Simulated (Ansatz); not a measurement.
# CdCu3: from the listed structure to its properties

The task here is to estimate one member of a computed series from the others.

Method: DFT r2SCAN, scalar-relativistic, plane waves, PAW, in Ansatz 0.2.0.

## The starting structure

The structure is cubic, space group Pm-3m (No. 221). Conventional cell: a = 3.826 Å, b = 3.826 Å, c = 3.826 Å, α = 90.00°, β = 90.00°, γ = 90.00°. Cd (site symmetry m-3m) is surrounded by 12 Cu at 2.71 Å. Cu (site symmetry 4/mmm) is surrounded by 4 Cd at 2.71 Å and 8 Cu at 2.71 Å.

Coordinates:

```
Cd Cu
1.0
     3.82570    0.00000    0.00000
     0.00000    3.82570    0.00000
     0.00000    0.00000    3.82570
Cd Cu
1 3
Direct
  0.00000 0.00000 0.00000
  0.00000 0.50000 0.50000
  0.50000 0.00000 0.50000
  0.50000 0.50000 0.00000
```

The structure comes from the Materials Project (structure only).

The first run:

(A quick probe on a coarse mesh, which set the mesh and smearing, is not shown.)

The input, input.yaml:

```yaml
crystal:
  lattice:
    - [3.825701, 0.0, 0.0]
    - [0.0, 3.825701, 0.0]
    - [0.0, 0.0, 3.825701]
  atoms:
    - { symbol: Cd, position: [0.0, 0.0, 0.0] }
    - { symbol: Cu, position: [0.0, 0.5, 0.5] }
    - { symbol: Cu, position: [0.5, 0.0, 0.5] }
    - { symbol: Cu, position: [0.5, 0.5, 0.0] }
basis:
  ecutwfc: 500
kpoints:
  mp_grid: { grid: [12, 12, 12] }
hamiltonian:
  xc: r2scan
scf:
  occupations: { method: gaussian, width: 0.1 }
output:
  forces: true
  stress: true
  eigenvalues: true
relax:
  adjacent_minimum: "off"
  f_tol: 0.005
  max_steps: 80
  cell: { stress_tol: 0.05 }
```

Steps of the session up to this table: The relaxation; Bands, states and charges; Point at V/V0 = 0.97; The cell scaled to 1.03 of its volume; Volume × 0.94; Point at V/V0 = 1.06.

One table of the session follows, with a row left open; its other results are not shown here.

It belongs to the step «Equation of state». 

```
volume (Å³/atom)  energy above the lowest point (meV/atom)  pressure (GPa)
          12.721                                      22.0            9.26
          13.127                                       5.1            4.20
          13.533                                       0.0            0.00
          13.939                                         ?               ?
          14.345                                      17.3           -6.40
```

Q: Estimate the row for volume (Å³/atom) = 13.939 from the others.

Worked estimate for «energy above the lowest point (meV/atom)». A straight line through the neighbours (13.533, 0.0) and (14.345, 17.3) gives 0.0 + (17.3 − 0.0) × (13.939 − 13.533) / (14.345 − 13.533) = 8.7; a parabola fitted to 3 rows on both sides gives 4.1.

As computed: energy above the lowest point (meV/atom): 4.6; pressure (GPa): -3.49. In «energy above the lowest point (meV/atom)» the line misses by +4.1 and the parabola by -0.5.
